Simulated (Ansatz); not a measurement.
**Si started on an N site in wurtzite BN, 96 atoms, charge 0**

Aim: let the atoms about the defect relax, then read the frontier levels and the spin by PBEsol and HSE06.

All numbers are computed with Ansatz 0.2.0 (PAW, plane waves).

### 1 The system as built

96 atoms (48 B, 47 N, 1 Si); a = 7.623 Å, b = 8.802 Å, c = 8.407 Å, α = 90.00°, β = 90.00°, γ = 90.00°. All atoms were shaken off their sites by about 0.02 Å along each axis. Defect site 1: (0.500, 0.583, 0.438). Starting moments add up to 1 μB.

The runs, in order: (2) PBEsol relaxation at the single k point (¼, ¼, ¼), on 8 threads of Intel Xeon 6975P-C; (3) HSE06 single point at the single k point (¼, ¼, ¼), on 8 threads of Intel Xeon 6975P-C.

### 2 Relaxation of the positions (PBEsol)

in.yaml reads:

```yaml
crystal:
  lattice:
    - [7.622990, 0.000000, 0.000000]
    - [0.000000, 8.802271, 0.000000]
    - [0.000000, 0.000000, 8.406582]
  atoms:
    - { symbol: B, position: [0.998645, 0.168014, 0.003933] }
    - { symbol: B, position: [0.004227, 0.164344, 0.502313] }
    - { symbol: B, position: [0.333323, 0.170847, 0.001064] }
    - { symbol: B, position: [0.337693, 0.166708, 0.497563] }
    - { symbol: B, position: [0.166860, 0.412142, 0.998831] }
    - { symbol: B, position: [0.158794, 0.418406, 0.499549] }
    - { symbol: B, position: [0.000060, 0.665732, 0.999085] }
    - { symbol: B, position: [0.998684, 0.668426, 0.499339] }
    - { symbol: B, position: [0.665484, 0.167088, 0.998331] }
    - { symbol: B, position: [0.668684, 0.165755, 0.498147] }
    - { symbol: B, position: [0.503660, 0.416704, 0.000954] }
    - { symbol: B, position: [0.504347, 0.415906, 0.500739], spin: 0.2 }
    - { symbol: B, position: [0.333274, 0.664720, 0.000131] }
    - { symbol: B, position: [0.330213, 0.668086, 0.503224], spin: 0.2 }
    - { symbol: B, position: [0.165535, 0.917442, 0.996965] }
    - { symbol: B, position: [0.171985, 0.913628, 0.494839] }
    - { symbol: B, position: [0.836567, 0.417465, 0.997439] }
    - { symbol: B, position: [0.829167, 0.415105, 0.502321] }
    - { symbol: B, position: [0.668654, 0.663895, 0.001093] }
    - { symbol: B, position: [0.663490, 0.662779, 0.500382], spin: 0.2 }
    - { symbol: B, position: [0.495311, 0.916686, 0.994879] }
    - { symbol: B, position: [0.504438, 0.917973, 0.497068] }
    - { symbol: B, position: [0.827023, 0.916928, 0.996466] }
    - { symbol: B, position: [0.838085, 0.914248, 0.501482] }
    - { symbol: B, position: [0.171764, 0.086903, 0.249899] }
    - { symbol: B, position: [0.169539, 0.088536, 0.750474] }
    - { symbol: B, position: [0.000793, 0.334294, 0.250723] }
    - { symbol: B, position: [0.001261, 0.334934, 0.752875] }
    - { symbol: B, position: [0.496781, 0.081428, 0.248568] }
    - { symbol: B, position: [0.503445, 0.079216, 0.748312] }
    - { symbol: B, position: [0.332765, 0.335206, 0.251294] }
    - { symbol: B, position: [0.332014, 0.332940, 0.748843] }
    - { symbol: B, position: [0.161983, 0.581656, 0.249247] }
    - { symbol: B, position: [0.170309, 0.585759, 0.742805] }
    - { symbol: B, position: [0.999229, 0.835866, 0.252391] }
    - { symbol: B, position: [0.997470, 0.836660, 0.750644] }
    - { symbol: B, position: [0.826768, 0.081993, 0.249811] }
    - { symbol: B, position: [0.832497, 0.083263, 0.749947] }
    - { symbol: B, position: [0.668964, 0.330278, 0.251254] }
    - { symbol: B, position: [0.667695, 0.331675, 0.749036] }
    - { symbol: B, position: [0.499900, 0.583376, 0.245495], spin: 0.2 }
    - { symbol: B, position: [0.501534, 0.585356, 0.745677] }
    - { symbol: B, position: [0.336938, 0.829909, 0.250601] }
    - { symbol: B, position: [0.333660, 0.832867, 0.754883] }
    - { symbol: B, position: [0.833666, 0.581558, 0.253801] }
    - { symbol: B, position: [0.835173, 0.582611, 0.748232] }
    - { symbol: B, position: [0.665953, 0.828245, 0.250048] }
    - { symbol: B, position: [0.667375, 0.836317, 0.750715] }
    - { symbol: N, position: [0.001145, 0.166961, 0.190043] }
    - { symbol: N, position: [0.001578, 0.168671, 0.689518] }
    - { symbol: N, position: [0.334110, 0.168609, 0.187509] }
    - { symbol: N, position: [0.330255, 0.167250, 0.685021] }
    - { symbol: N, position: [0.165473, 0.420776, 0.188984] }
    - { symbol: N, position: [0.166415, 0.416579, 0.686747] }
    - { symbol: N, position: [0.003083, 0.667728, 0.182278] }
    - { symbol: N, position: [0.001167, 0.665307, 0.686025] }
    - { symbol: N, position: [0.663143, 0.167477, 0.184710] }
    - { symbol: N, position: [0.665428, 0.169711, 0.690812] }
    - { symbol: N, position: [0.500180, 0.413780, 0.189917] }
    - { symbol: N, position: [0.501649, 0.419067, 0.688078] }
    - { symbol: N, position: [0.335565, 0.668517, 0.186886] }
    - { symbol: N, position: [0.336799, 0.666149, 0.688161] }
    - { symbol: N, position: [0.164275, 0.915329, 0.188108] }
    - { symbol: N, position: [0.169319, 0.917688, 0.686557] }
    - { symbol: N, position: [0.831620, 0.422545, 0.182519] }
    - { symbol: N, position: [0.835688, 0.419307, 0.684339] }
    - { symbol: N, position: [0.668382, 0.668768, 0.187123] }
    - { symbol: N, position: [0.670281, 0.668347, 0.690486] }
    - { symbol: N, position: [0.501053, 0.918802, 0.188142] }
    - { symbol: N, position: [0.498119, 0.917806, 0.685796] }
    - { symbol: N, position: [0.831408, 0.913597, 0.189809] }
    - { symbol: N, position: [0.832019, 0.918732, 0.687594] }
    - { symbol: N, position: [0.171361, 0.081264, 0.438111] }
    - { symbol: N, position: [0.168497, 0.080458, 0.934722] }
    - { symbol: N, position: [0.004218, 0.336292, 0.435277] }
    - { symbol: N, position: [0.996892, 0.331667, 0.939810] }
    - { symbol: N, position: [0.501718, 0.083599, 0.435044] }
    - { symbol: N, position: [0.498943, 0.082294, 0.938958] }
    - { symbol: N, position: [0.337513, 0.335419, 0.436717] }
    - { symbol: N, position: [0.333513, 0.334400, 0.935931] }
    - { symbol: N, position: [0.166136, 0.586894, 0.440452] }
    - { symbol: N, position: [0.166319, 0.582842, 0.934279] }
    - { symbol: N, position: [0.999625, 0.832133, 0.437865] }
    - { symbol: N, position: [0.995245, 0.831067, 0.932744] }
    - { symbol: N, position: [0.828559, 0.086759, 0.435129] }
    - { symbol: N, position: [0.832919, 0.082105, 0.936118] }
    - { symbol: N, position: [0.661893, 0.332947, 0.437996] }
    - { symbol: N, position: [0.665743, 0.337012, 0.936465] }
    - { symbol: N, position: [0.498963, 0.585901, 0.937302] }
    - { symbol: N, position: [0.337862, 0.833026, 0.438633] }
    - { symbol: N, position: [0.330382, 0.833984, 0.934104] }
    - { symbol: N, position: [0.834812, 0.586700, 0.438477] }
    - { symbol: N, position: [0.833562, 0.589435, 0.933401] }
    - { symbol: N, position: [0.664182, 0.832273, 0.436457] }
    - { symbol: N, position: [0.667404, 0.837939, 0.938154] }
    - { symbol: Si, position: [0.499182, 0.583022, 0.441981], spin: 0.2 }
  symmetry: { detect: false }
kpoints:
  mp_grid: { grid: [1, 1, 1], shift: [0.25, 0.25, 0.25] }
hamiltonian:
  xc: pbesol
magnetization:
  spin_polarized: true
scf:
  occupations: { method: fermi_dirac, width: 0.01 }
relax:
  f_tol: 0.03
  max_steps: 80
  escape_saddle: false
  adjacent_minimum: "off"
output:
  forces: true
  eigenvalues: true
  populations: true
```

On the command line:

```console
ansatz run in.yaml --threads 8 --pin off --max-ram 17100MiB --runs-dir r --events-out ev --progress --plain
```

Output:

```text
Pseudopotentials: kind: paw
Functional definition: PBEsol
  exchange = pbesol_x
  correlation = pbesol_c
Crystal: 96 atoms, lattice volume = 564.078 Å³
Basis set: ecut = 420 eV, 11009 PW (Γ), exchange–correlation on 108×120×120 points (8 copies of the dense FFT grid, shifted against one another)
Bands: 288, of which v1, the nominal top of the filled ones, is band 192 counted from 1 (191 counted from 0)
Symmetry: 1 space group operations
k-points: 1
Non-local potential: B, projectors of the file, l = 0: 2, l = 1: 2, l = 2: 1
Non-local potential: N, projectors of the file, l = 0: 2, l = 1: 2, l = 2: 1
Non-local potential: Si, projectors of the file, l = 0: 2, l = 1: 2, l = 2: 2
PAW form: soft (Blöchl's): semilocal exchange-correlation on the pseudo side does not see the compensation charge
PAW frozen core: B, regenerated for the run's functional, and the local potential with it (the file was generated under x = pbe(κ = 0.804, μ = 0.2195149727645171), c = pbe(β = 0.06672455060314922))
PAW frozen core: N, regenerated for the run's functional, and the local potential with it (the file was generated under x = pbe(κ = 0.804, μ = 0.2195149727645171), c = pbe(β = 0.06672455060314922))
PAW frozen core: Si, regenerated for the run's functional, and the local potential with it (the file was generated under x = pbe(κ = 0.804, μ = 0.2195149727645171), c = pbe(β = 0.06672455060314922))
PAW one-centre angular grid: B, 110 points (default); XC on 64 Gauss nodes
PAW one-centre angular grid: N, 110 points (default); XC on 64 Gauss nodes
PAW one-centre angular grid: Si, 110 points (default); XC on 64 Gauss nodes
Initial density: superposition of atomic densities (chi_scale 0.1, normalization cell, long waves kept (reshape's long-wave potential 0.34 eV rms))
Starting moments: Σ|m| = 1 μB on 5 of 96 sites
Initial wavefunctions: pseudopotential atomic-orbital guess
Functional: x = pbesol(κ = 0.804, μ = 0.12345679012345678), c = pbesol(β = 0.046)
SCF iter   1: F=—  HF=-25882.728953 eV  |F-HF|=—  |Δ(HF+E_count)|=         —  Δρ=7.17e-2 (↑7.08e-2 ↓7.17e-2)  dr2=1.12e2  dr2_m=3.96e-2  M=0.184 μB ∫|m|=0.293 μB  β_m=0.30  ethr=3.10e-3  ⟨swp⟩=6.0  Hψ=2186  notcnv=0  defer=166
preconditioner: auto → Kerker (q_TF=auto, 2.558 Å⁻¹)  [metal: Δε(μ)=0.007 eV  Ē_g=17.821 eV  σ=0.010 eV  W_gap=0.18  n_scr=154 (ndim 8)  ℏωp=30.6 eV  f_vac=0.000  D(μ)=48.31/eV (n_scr^D=572)]
spin=Collinear: Kerker preconditioning applied to the charge; magnetization (m = ρ↑ − ρ↓) channel mixes plain (no charge-response kernel on spin).
[... 21 lines of SCF cycles left out ...]
SCF iter  19: F=—  HF=-25845.031303 eV  |F-HF|=—  |Δ(HF+E_count)|=   3.21e-7  Δρ=7.90e-6 (↑1.28e-6 ↓7.90e-6)  dr2=4.69e-7  dr2_m=8.81e-8  M=1.000 μB ∫|m|=1.046 μB  β_m=0.88  ethr=2.29e-10  ⟨swp⟩=3.0  Hψ=1091  notcnv=0
SCF iter  20: F=-25845.031303 eV  HF=-25845.031303 eV  |F-HF|=3.45e-8  |Δ(HF+E_count)|=   6.79e-9  Δρ=2.38e-6 (↑7.14e-7 ↓2.38e-6)  dr2=5.07e-8  dr2_m=6.91e-9  M=1.000 μB ∫|m|=1.046 μB  ethr=1.22e-10  ⟨swp⟩=2.5  Hψ=1127  notcnv=0
[... from here the SCF cycle lines were not kept, up to the last twenty ...]
relax step   1: F+E_penalty+E_count = -25845.03130305 eV  Δ(F+E_penalty+E_count) = +0.000e0 eV  max|allowed force component| = 1.538e1 eV/Å  Δτ_max = 0.0000 Å  (20 SCF iters, dr2 threshold 2.25e-5 eV, accepted)
[... from here on, the SCF cycles and remarks between the steps are left out ...]
relax step   2: F+E_penalty+E_count = -25851.61115219 eV  Δ(F+E_penalty+E_count) = -6.580e0 eV  max|allowed force component| = 6.789e0 eV/Å  Δτ_max = 0.1245 Å  (8 SCF iters, dr2 threshold 1.00e-4 eV, accepted)
relax step   3: F+E_penalty+E_count = -25853.40064959 eV  Δ(F+E_penalty+E_count) = -1.789e0 eV  max|allowed force component| = 3.708e0 eV/Å  Δτ_max = 0.2000 Å  (7 SCF iters, dr2 threshold 1.00e-4 eV, accepted)
relax step   4: F+E_penalty+E_count = -25853.69875051 eV  Δ(F+E_penalty+E_count) = -2.981e-1 eV  max|allowed force component| = 1.125e0 eV/Å  Δτ_max = 0.1521 Å  (7 SCF iters, dr2 threshold 1.00e-4 eV, accepted)
relax step   5: F+E_penalty+E_count = -25852.11177892 eV  Δ(F+E_penalty+E_count) = +1.587e0 eV  max|allowed force component| = 3.991e0 eV/Å  Δτ_max = 0.1891 Å  (6 SCF iters, dr2 threshold 1.00e-4 eV, rejected (line search))
relax step   6: F+E_penalty+E_count = -25853.79775391 eV  Δ(F+E_penalty+E_count) = -9.900e-2 eV  max|allowed force component| = 3.784e-1 eV/Å  Δτ_max = 0.0333 Å  (9 SCF iters, accepted)
relax step   7: F+E_penalty+E_count = -25853.80822913 eV  Δ(F+E_penalty+E_count) = -1.048e-2 eV  max|allowed force component| = 2.395e-1 eV/Å  Δτ_max = 0.0121 Å  (6 SCF iters, dr2 threshold 1.32e-5 eV, accepted)
relax step   8: F+E_penalty+E_count = -25853.81314972 eV  Δ(F+E_penalty+E_count) = -4.921e-3 eV  max|allowed force component| = 1.281e-1 eV/Å  Δτ_max = 0.0108 Å  (6 SCF iters, dr2 threshold 6.49e-6 eV, accepted)
relax step   9: F+E_penalty+E_count = -25853.80455480 eV  Δ(F+E_penalty+E_count) = +8.595e-3 eV  max|allowed force component| = 3.599e-1 eV/Å  Δτ_max = 0.0363 Å  (7 SCF iters, dr2 threshold 4.70e-6 eV, rejected (line search))
relax step  10: F+E_penalty+E_count = -25853.81716995 eV  Δ(F+E_penalty+E_count) = -4.020e-3 eV  max|allowed force component| = 3.057e-2 eV/Å  Δτ_max = 0.0176 Å  (8 SCF iters, accepted)
relax step  11: F+E_penalty+E_count = -25853.81725047 eV  Δ(F+E_penalty+E_count) = -8.052e-5 eV  max|allowed force component| = 2.871e-2 eV/Å  Δτ_max = 0.0021 Å  (6 SCF iters, accepted)
SCF converged after 6 iterations
Magnetization: 1.0000 μB (192.0000 up, 191.0000 down)
Absolute magnetization: 1.0489 μB (∫|ρ↑−ρ↓|, with the PAW one-centre terms)
Spin contamination: 0.0017 ħ² per cell (⟨S²⟩ above its minimum at these occupations)
Per-site moments (μB) at R_I (Å): [(-1.0060419416222666e-5, 0.6417914374428346), (0.0007020458284053969, 0.636723244322746), (5.5524718666716726e-6, 0.6404949525001596), (6.780358571351476e-5, 0.6257939269046097), (7.186957993036599e-5, 0.6411824843431201), (0.0003336192462649319, 0.6406657265723136), (2.8120040742211063e-5, 0.6406703512855304), (0.013257383678861026, 0.6358350400020567), (-1.0005 [...]
Free energy (F): -25853.817250 eV
Harris-Foulkes:  -25853.817250 eV  (|F-HF|=1.11e-9)
Internal energy: -25853.817250 eV  (E = F + TS)
E sigma→0 (E₀):  -25853.817250 eV
Fermi energy:    13.086225 eV
--- Per-component energies (eV) ---
  E_band       = 1324.963513
  E_kinetic    = 8846.458497
  E_local      = -8369.547633  (includes V_loc(G=0)·N_el)
  E_nonlocal   = 2717.760475
  E_hartree    = 2373.159072
  E_xc         = -4460.448888
  E_vxc        = -5545.706915  (∫ρ·V_xc dr)
  E_paw        = -9910.863241  (= ΣΔE_a)
  E_vpaw       = -1070.323670  (= ΣTr[D̂ρ^β])
  E_aug_tail   = 0.004657  (compensation charges beyond the density's cutoff)
  E_ewald      = -17052.398521
  E_core_change = 2.058330  (= ΣΔE_core)
  E_smearing   = -0.000000  (= −TS)
  E_closure    = -0.000000  (closes the sum)
  Σ components = -25853.817250   (vs F -25853.817250, Δ=0.00e0)
--- Forces (eV/Å), atoms counted from 1 ---
  atom   1  B     -0.00288070    -0.00126372    -0.00437586
  atom   2  B     -0.00767044     0.00226704     0.00470681
[... 9 atoms left out ...]
  atom  12  B      0.00530547     0.02437376     0.00780209
[... 1 atom left out ...]
  atom  14  B     -0.00844390     0.00415433     0.01474432
[... 5 atoms left out ...]
  atom  20  B      0.01099040     0.00807946     0.02291041
[... 3 atoms left out ...]
  atom  24  B      0.01184539     0.00647310     0.00903070
[... 16 atoms left out ...]
  atom  41  B     -0.00762362    -0.00191224    -0.00966356
[... 19 atoms left out ...]
  atom  61  N      0.01668142    -0.00517704     0.01087523
[... 6 atoms left out ...]
  atom  68  N      0.00664641     0.00193053    -0.02870585
[... 10 atoms left out ...]
  atom  79  N     -0.01802045    -0.00078397    -0.00782023
[... 7 atoms left out ...]
  atom  87  N     -0.00094312     0.00489559     0.00164237
[... 2 atoms left out ...]
  atom  90  N      0.00774713    -0.01076976    -0.00606064
[... 3 atoms left out ...]
  atom  94  N      0.00036621    -0.00202858     0.00146825
[... 1 atom left out ...]
  atom  96  Si    -0.00807942    -0.02022053     0.00985917
  max |Σ_I F_I| component: 9.58e-6 eV/Å
--- Band table (eV) ---
  k-point 0 ↑: bands = [... 179 lower levels ..., "9.6486", "9.7959", "9.8582", "10.0254", "10.1160", "10.1646", "10.2888", "10.3630", "10.6466", "10.9480", "12.4242", "12.6761", "12.7903", "17.2046", "17.3017", "17.8512", "17.9709", "18.1727", "18.2918", "18.3635", "18.4730", "18.5320", "18.6146", "18.6761", ... 85 higher levels ...]
[... 1 line left out ...]
--- Relaxed structure (11 steps of the walk, 9 accepted, 0 SCFs on fresh bases) ---
  F+E_penalty+E_count = -25853.81725047 eV   max|allowed force component| = 2.871e-2 eV/Å
  atoms:
    - { symbol: B, position: [1.000250822949844, 0.16737829807149707, 6.444451575605803e-5] }
    - { symbol: B, position: [0.00012655381689065972, 0.16879317239128247, 0.4999240205419321] }
[... 9 atoms left out ...]
    - { symbol: B, position: [0.49676507546663956, 0.3905440998622542, 0.5119971996484863] }
[... 1 atom left out ...]
    - { symbol: B, position: [0.3066625006087513, 0.6836474891922917, 0.5135086387544247] }
[... 5 atoms left out ...]
    - { symbol: B, position: [0.6897127968595086, 0.6852189014344757, 0.5126616065104469] }
[... 20 atoms left out ...]
    - { symbol: B, position: [0.500158258375955, 0.5836633801277705, 0.2212934730394772] }
[... 37 atoms left out ...]
    - { symbol: N, position: [0.3286312071237695, 0.3245609011626044, 0.4375694740197812] }
[... 7 atoms left out ...]
    - { symbol: N, position: [0.6691920018650142, 0.32707145395601195, 0.4373096665111661] }
[... 2 atoms left out ...]
    - { symbol: N, position: [0.3302553778594101, 0.8388051407072497, 0.4367669063821973] }
[... 3 atoms left out ...]
    - { symbol: N, position: [0.6727398328672921, 0.841809602495716, 0.43724593436163983] }
[... 1 atom left out ...]
    - { symbol: Si, position: [0.5021196512415463, 0.5809195517574803, 0.4350565688340267] }
--- Löwdin populations: 96 sites ---
  site symbol       q [e]    m [muB]
     0      B      2.6971    -0.0000
     1      B      2.6969     0.0015
[... 9 atoms left out ...]
    11      B      3.0609     0.0140
[... 1 atom left out ...]
    13      B      2.9438     0.2657
[... 5 atoms left out ...]
    19      B      3.0136     0.1208
[... 20 atoms left out ...]
    40      B      3.0523    -0.0070
[... 37 atoms left out ...]
    78      N      5.2556     0.0049
[... 7 atoms left out ...]
    86      N      5.2549     0.0220
[... 2 atoms left out ...]
    89      N      5.2550     0.0308
[... 3 atoms left out ...]
    93      N      5.2562     0.0078
[... 1 atom left out ...]
    95     Si      3.2375     0.2567
  spilling = 0.003577 (of n_electrons = 383.000000)
```

Wall time 70 s (8 threads of Intel Xeon 6975P-C, shared host); peak memory 2.1 GiB.

Step by step:

```csv
accepted step,energy change (eV),largest force component (eV/Å),SCF cycles
1,0.000,15.380,20
2,-6.580,6.789,8
3,-8.369,3.708,7
4,-8.667,1.125,7
5,-8.766,0.378,9
6,-8.777,0.239,6
7,-8.782,0.128,6
8,-8.786,0.031,8
9,-8.786,0.029,6
```

Largest shifts, less the median shift:

| atom | shift (Å) | dx | dy | dz |
| --- | --- | --- | --- | --- |
| B20 | 0.297 | 0.198 | 0.198 | 0.099 |
| B12 | 0.248 | -0.059 | -0.223 | 0.090 |
| B14 | 0.242 | -0.181 | 0.137 | 0.082 |
| B41 | 0.208 | 0.000 | 0.003 | -0.208 |
| N79 | 0.118 | -0.069 | -0.095 | 0.003 |
| N94 | 0.106 | 0.064 | 0.084 | 0.002 |
| N59 | 0.101 | -0.003 | -0.013 | -0.100 |
| B16 | 0.094 | -0.065 | 0.057 | 0.037 |

Neighbours of the placed atom Si96, before and after:

```
atom  before (Å)  after (Å)  own shift (Å)
 B12       1.552      1.797          0.249
 B41       1.652      1.797          0.203
 B20       1.517      1.820          0.299
 B14       1.576      1.863          0.242
 N92       2.559      2.544          0.028
 N81       2.539      2.568          0.041
 N87       2.527      2.572          0.076
 N79       2.504      2.616          0.117
```

At the single k point (¼, ¼, ¼) the filled levels end at 12.850 eV and the empty ones begin at 13.322 eV, a spacing of 0.47 eV.

Largest Löwdin moments: B14 +0.27, Si96 +0.26, B20 +0.12, N81 +0.06, N92 +0.06, N90 +0.03.

(Part 1 of 2 ends here.)
